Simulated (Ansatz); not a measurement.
# Li: single points about a listed cell

Aim: see how energy, forces, stress and gap of Li answer to further strains and shifts, swapped elements, distortions that keep the symmetry, other functionals. Nothing is relaxed unless a step says so.

Computed with Ansatz 0.2.0 (DFT PBEsol, scalar-relativistic, plane waves, PAW, unless a step's input says otherwise).

### Step 1. Starting point

It takes space group P2_13 (No. 198, cubic). Conventional cell: a = 4.454 Å, b = 4.454 Å, c = 4.454 Å, α = 90.00°, β = 90.00°, γ = 90.00°. Around Li (site symmetry 3) lie 6 Li at 2.73 Å.

Structure file:

```xyz
4
Lattice="4.4544 0.0000 0.0000 0.0000 4.4544 0.0000 0.0000 0.0000 4.4544" Properties=species:S:1:pos:R:3 pbc="T T T"
Li    3.8957    0.5587    2.7859
Li    1.6685    1.6685    1.6685
Li    0.5587    2.7859    3.8957
Li    2.7859    3.8957    0.5587
```

The structure comes from the Materials Project (structure only).

### Step 2. Another functional, on a distorted cell: LDA

Against the listed cell: strain xx, yy, zz, yz, xz, xy = +2.5, +2.5, +2.5, +0.0, +0.0, +0.0 %.

Input file input.yaml:

```yaml
crystal:
  lattice:
    - [4.5660240636, 0.0, 0.0]
    - [0.0, 4.5660240636, 0.0]
    - [0.0, 0.0, 4.5660240636]
  atoms:
    - { symbol: Li, position: [0.874568, 0.125432, 0.625432] }
    - { symbol: Li, position: [0.374568, 0.374568, 0.374568] }
    - { symbol: Li, position: [0.125432, 0.625432, 0.874568] }
    - { symbol: Li, position: [0.625432, 0.874568, 0.125432] }
basis:
  ecutwfc: 420
kpoints:
  mp_grid: { grid: [10, 10, 10] }
hamiltonian:
  xc: lda
scf:
  occupations: { method: gaussian, width: 0.1 }
output:
  forces: true
  stress: true
  eigenvalues: true
```

On the command line:

```bash
$ ansatz run input.yaml --threads 1 --pin off --max-ram 1331MiB --backend cpu --events-out ev --progress --plain --runs-dir out
```

### Step 3. A change within the space group

Input file input.yaml:

```yaml
crystal:
  lattice:
    - [4.335016788, 0.0, 0.0]
    - [0.0, 4.335016788, 0.0]
    - [0.0, 0.0, 4.335016788]
  atoms:
    - { symbol: Li, position: [0.8823447382, 0.1176552618, 0.6176552618] }
    - { symbol: Li, position: [0.3823447382, 0.3823447382, 0.3823447382] }
    - { symbol: Li, position: [0.1176552618, 0.6176552618, 0.8823447382] }
    - { symbol: Li, position: [0.6176552618, 0.8823447382, 0.1176552618] }
basis:
  ecutwfc: 420
kpoints:
  mp_grid: { grid: [10, 10, 10] }
hamiltonian:
  xc: pbesol
scf:
  occupations: { method: gaussian, width: 0.1 }
output:
  forces: true
  stress: true
  eigenvalues: true
```

### Step 4. Substitution of an element, cell strained: Li → Na, first probe

Input file input.yaml:

```yaml
crystal:
  lattice:
    - [5.3474399439, 0.0, 0.0]
    - [0.0, 5.3474399439, 0.0]
    - [0.0, 0.0, 5.3474399439]
  atoms:
    - { symbol: Na, position: [0.8706796309, 0.1293203691, 0.6293203691] }
    - { symbol: Na, position: [0.3706796309, 0.3706796309, 0.3706796309] }
    - { symbol: Na, position: [0.1293203691, 0.6293203691, 0.8706796309] }
    - { symbol: Na, position: [0.6293203691, 0.8706796309, 0.1293203691] }
basis:
  ecutwfc: 420
kpoints:
  mp_grid: { grid: [4, 4, 4] }
hamiltonian:
  xc: pbesol
scf:
  occupations: { method: gaussian, width: 0.1 }
output:
  forces: true
  stress: true
  eigenvalues: true
```

### Step 5. Substitution of an element, cell strained: Li → Na

input.yaml: that of step 4 with these lines changed.

```diff
@@ -13,3 +13,3 @@
 kpoints:
-  mp_grid: { grid: [4, 4, 4] }
+  mp_grid: { grid: [8, 8, 8] }
 hamiltonian:
@@ -22 +22,2 @@
   eigenvalues: true
+  populations: true
```

### Step 6. Another functional, on a distorted cell: LDA

Input file input.yaml:

```yaml
crystal:
  lattice:
    - [4.527626788, 0.0, 0.0]
    - [0.0, 4.527626788, 0.0]
    - [0.0, 0.0, 4.527626788]
  atoms:
    - { symbol: Li, position: [0.8875292303, 0.1124707697, 0.6124707697] }
    - { symbol: Li, position: [0.3875292303, 0.3875292303, 0.3875292303] }
    - { symbol: Li, position: [0.1124707697, 0.6124707697, 0.8875292303] }
    - { symbol: Li, position: [0.6124707697, 0.8875292303, 0.1124707697] }
basis:
  ecutwfc: 420
kpoints:
  mp_grid: { grid: [10, 10, 10] }
hamiltonian:
  xc: lda
scf:
  occupations: { method: gaussian, width: 0.1 }
output:
  forces: true
  stress: true
  eigenvalues: true
  populations: true
```

### Step 7. A distortion that keeps the symmetry

Input file input.yaml:

```yaml
crystal:
  lattice:
    - [4.4988956478, 0.0, 0.0]
    - [0.0, 4.4988956478, 0.0]
    - [0.0, 0.0, 4.4988956478]
  atoms:
    - { symbol: Li, position: [0.8706796309, 0.1293203691, 0.6293203691] }
    - { symbol: Li, position: [0.3706796309, 0.3706796309, 0.3706796309] }
    - { symbol: Li, position: [0.1293203691, 0.6293203691, 0.8706796309] }
    - { symbol: Li, position: [0.6293203691, 0.8706796309, 0.1293203691] }
basis:
  ecutwfc: 420
kpoints:
  mp_grid: { grid: [10, 10, 10] }
hamiltonian:
  xc: pbesol
scf:
  occupations: { method: gaussian, width: 0.1 }
output:
  forces: true
  stress: true
  eigenvalues: true
```

### Step 8. A change within the space group

Input file input.yaml:

```yaml
crystal:
  lattice:
    - [4.4832160179, 0.0, 0.0]
    - [0.0, 4.4832160179, 0.0]
    - [0.0, 0.0, 4.4832160179]
  atoms:
    - { symbol: Li, position: [0.8616067697, 0.1383932303, 0.6383932303] }
    - { symbol: Li, position: [0.3616067697, 0.3616067697, 0.3616067697] }
    - { symbol: Li, position: [0.1383932303, 0.6383932303, 0.8616067697] }
    - { symbol: Li, position: [0.6383932303, 0.8616067697, 0.1383932303] }
basis:
  ecutwfc: 420
kpoints:
  mp_grid: { grid: [10, 10, 10] }
hamiltonian:
  xc: pbesol
scf:
  occupations: { method: gaussian, width: 0.1 }
output:
  forces: true
  stress: true
  eigenvalues: true
```

### Step 9. A change within a subgroup

Input file input.yaml:

```yaml
crystal:
  lattice:
    - [4.4541285225, 0.0445444033, -0.0445444033]
    - [0.0445444033, 4.4541285225, 0.0445444033]
    - [-0.0445444033, 0.0445444033, 4.4541285225]
  atoms:
    - { symbol: Li, position: [0.887389191, 0.1129951369, 0.6086840646] }
    - { symbol: Li, position: [0.3870048631, 0.3913159354, 0.387389191] }
    - { symbol: Li, position: [0.1086840646, 0.612610809, 0.8870048631] }
    - { symbol: Li, position: [0.6169218814, 0.8830781186, 0.1169218814] }
basis:
  ecutwfc: 420
kpoints:
  mp_grid: { grid: [9, 9, 9] }
hamiltonian:
  xc: pbesol
scf:
  occupations: { method: gaussian, width: 0.1 }
output:
  forces: true
  stress: true
  eigenvalues: true
```

What does the calculation give? Wanted: for each run, case; energy; pressure; largest force.

As calculated:

```
step                                                case  energy (meV/atom)  pressure (GPa)  largest force (eV/Å)  gap on the mesh (eV)
   2        another functional, on a distorted cell: LDA                n/a            -1.1                  0.00                  0.00
   3                     a change within the space group               +0.0             1.0                  0.09                  0.00
   5  substitution of an element, cell strained: Li → Na                n/a             0.8                  0.03                  0.00
   6        another functional, on a distorted cell: LDA                n/a            -1.0                  0.13                  0.00
   7                a distortion that keeps the symmetry               -3.7            -0.2                  0.05                  0.00
   8                     a change within the space group              -10.6            -0.1                  0.14                  0.00
   9                          a change within a subgroup              -5.5*             0.1                  0.18                  0.00
```

Energies are counted from step 3, with the smearing taken to zero; a star marks another k mesh, which can shift energies by itself, so starred rows don't rank against the others. Other atoms or functionals have another zero of energy (n/a). A gap of 0.00 means none on the mesh at this level.

**Reading.** Among the distorted cells of the listed formula and level the largest force, 0.18 eV/Å, acts on Li4 in step 9. The pressure is 1.0 GPa in the smallest cell and -0.2 GPa in the largest; between them shape and moved atoms count too. The distorted cells of the listed formula and level show no gap on the mesh.
